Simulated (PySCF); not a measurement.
# A diatomic session: BeF−

One job finds the state of BeF−, follows it along the bond with each method and fits the curves.

Method: Be def2-SVPD, F def2-SVPD, no relativity; program: PySCF 2.14.0.

1 further run of the same task is left out (set aside as unsound or not needed).

## Step 1: The job

The job is set up so:

```yaml
atoms: Be, F
charge: -1
basis: Be def2-SVPD, F def2-SVPD
Hamiltonian: no relativity
basis_functions: 35
electrons_treated: 14
masses_in_u: 9.0122, 18.9984
levels: PBE0, PBE, r²SCAN, revPBE, M06-L, BHandHLYP, HF, MP2, SCS-MP2, CCSD, CCSD(T)
grid: 80 radial by 434 angular points
occupations: held fixed by the projection of orbital angular momentum
dissociation_limit: Be + F−, each in its ground configuration
starting_distance_in_angstrom: 1.675
values_of_2S_to_try: 0, 2
```

Launch:

```console
> OMP_NUM_THREADS=1 python dia.py task.json out
```

Further steps of the session: First curve: PBE0; PBE; r²SCAN (meta-GGA); revPBE (GGA); M06-L; BHandHLYP (global hybrid GGA); RHF; Adding correlation.

What does the calculation give? Wanted: for each run, Re; ωe; De; μ.

The runs gave:

Lowest PBE0 solution found, without spin–orbit coupling: ¹Σ⁺ (singlet), closed shell.

```csv
level,Re (Å),ωe (cm⁻¹),De (eV),μ (D)
RHF,1.458,1033,3.39,6.20
RHF-MP2,1.484,963,3.13,n/a
RHF-SCS-MP2,1.483,965,3.09,n/a
RHF-CCSD,1.484,966,2.95,n/a
RHF-CCSD(T),1.487,957,2.95,n/a
PBE,1.477,953,3.35,5.70
revPBE,1.487,932,3.19,5.72
r²SCAN,1.469,982,3.54,5.97
M06-L,1.465,991,3.65,6.59
PBE0,1.465,988,3.43,5.81
BHandHLYP,1.454,1020,3.43,5.81
```

De is counted to Be + F− in their ground configurations. A positive dipole points from Be to F; in an ion it is taken about the centre of mass and does not tell which atom is negative.

Differences from CCSD(T) in the same basis:

| level | Re (mÅ) | ωe (%) |
| --- | --- | --- |
| RHF | -30 | +8.0 |
| RHF-MP2 | -3 | +0.6 |
| RHF-SCS-MP2 | -4 | +0.9 |
| RHF-CCSD | -3 | +1.0 |
| PBE | -10 | -0.4 |
| revPBE | 0 | -2.6 |
| r²SCAN | -19 | +2.7 |
| M06-L | -22 | +3.6 |
| PBE0 | -22 | +3.3 |
| BHandHLYP | -33 | +6.6 |

Against CCSD(T) in the same basis, the bond length is nearest at revPBE (0 mÅ) and farthest at BHandHLYP (-33 mÅ); the wavenumber is nearest at PBE (-0.4 %) and farthest at RHF (+8.0 %). Hartree–Fock falls on the short and stiff side, its usual fault. CCSD(T) in a basis this small is itself some way from its limit, more so than the functionals. Among the levels with a De in the table, it runs from 2.95 eV (RHF-CCSD(T)) to 3.65 eV (M06-L).

Correlated steps freeze 1 core orbital. With some functionals the highest level of the anion is positive, from self-interaction error or because the anion is truly unbound there; the finite basis then holds the extra electron, and no neutral molecule was run to test the binding.
